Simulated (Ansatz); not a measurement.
I need an atomisation energy of H6SSi2, SMILES [SiH3]S[SiH3]. Use Ansatz 0.2.0, Python API. Settings (for the species named): PBE0, aug-cc-pVDZ basis, multiplicity 1, D4 dispersion.

```xyz
9

Si   -0.6693    1.0143   -0.8929
S     1.2919    0.4063   -0.6349
Si    0.7678   -1.0388    0.8365
H    -1.4776   -0.0675   -1.3680
H    -0.7376    2.1216   -1.9493
H    -1.2449    1.6125    0.3722
H     2.0708   -1.7183    1.2902
H    -0.0925   -2.0256    0.2712
H     0.1799   -0.3508    2.0579
```

The script, `tae.py`:
```python
# -*- coding: utf-8 -*-
"""Atomisation energy of H6SSi2 at the given geometry."""

from collections import Counter
import logging
import sys

import ansatz as az
from ase import Atoms

logging.basicConfig(stream=sys.stdout, format="%(levelname)s:%(name)s:%(message)s")
log = logging.getLogger("calc")
log.setLevel(logging.INFO)


def energy(molecule, charge=0, unpaired=0):
    calc = molecule.calculation().basis(gaussian="aug-cc-pVDZ").functional("pbe0", dispersion="d4")
    if charge:
        calc = calc.charge(charge)
    if unpaired:
        calc = calc.spin("collinear", total=unpaired)
    return calc.run().report["free_energy_ev"]


def main():
    atoms = Atoms(["Si", "S", "Si", "H", "H", "H", "H", "H", "H"], positions=[
        [-0.6693, 1.0143, -0.8929],
        [1.2919, 0.4063, -0.6349],
        [0.7678, -1.0388, 0.8365],
        [-1.4776, -0.0675, -1.368],
        [-0.7376, 2.1216, -1.9493],
        [-1.2449, 1.6125, 0.3722],
        [2.0708, -1.7183, 1.2902],
        [-0.0925, -2.0256, 0.2712],
        [0.1799, -0.3508, 2.0579],
    ])
    molecule = az.Crystal.molecule_from_ase(atoms)

    # unpaired electrons of the ground-state atoms
    unpaired = {"Si": 2, "S": 2, "H": 1}
    counts = Counter(site.symbol for site in molecule.cartesian_sites)
    atom_energy = {s: energy(az.Crystal.molecule().atom(s, (0, 0, 0)), 0, unpaired[s]) for s in counts}
    whole = energy(molecule, 0, 0)
    for s, e in atom_energy.items():
        log.info(f"{s:2s} x{counts[s]}  {e:14.5f} eV")
    log.info(f"H6SSi2: {whole:.5f} eV")
    split = sum(counts[s] * e for s, e in atom_energy.items()) - whole
    log.info(f"atomisation energy (no zero-point term): {96.485332 * split:.1f} kJ/mol, {split / sum(counts.values()):.3f} eV an atom")


if __name__ == "__main__":
    main()
```

Output of `python tae.py`:
```text
INFO:calc:Si x2     -7870.84485 eV
INFO:calc:S  x1    -10829.30985 eV
INFO:calc:H  x6       -13.62341 eV
INFO:calc:H6SSi2: -26678.74914 eV
INFO:calc:atomisation energy (no zero-point term): 2509.5 kJ/mol, 2.890 eV an atom
```

2509.5 kJ/mol from the electronic energies, without the zero-point term.

Total energies depend on the basis set; only differences at equal settings carry meaning. The geometry is a force-field or estimated start, not a minimum of this method, and the basis set is short of its limit. All parts are taken at fixed geometry, without zero-point energy. For Al to Cl the sets with a tight d function, cc-pV(X+d)Z, are usual. Wall time of the script: 2.2 s on 1 thread of AMD EPYC 9R45 96-Core Processor (Zen 5) (shared host), peak memory 0.37 GiB.

(A comment or docstring line of the script was reworded after the run, the code is as it ran; lines on the test bed's own set-up are left out of the output.)
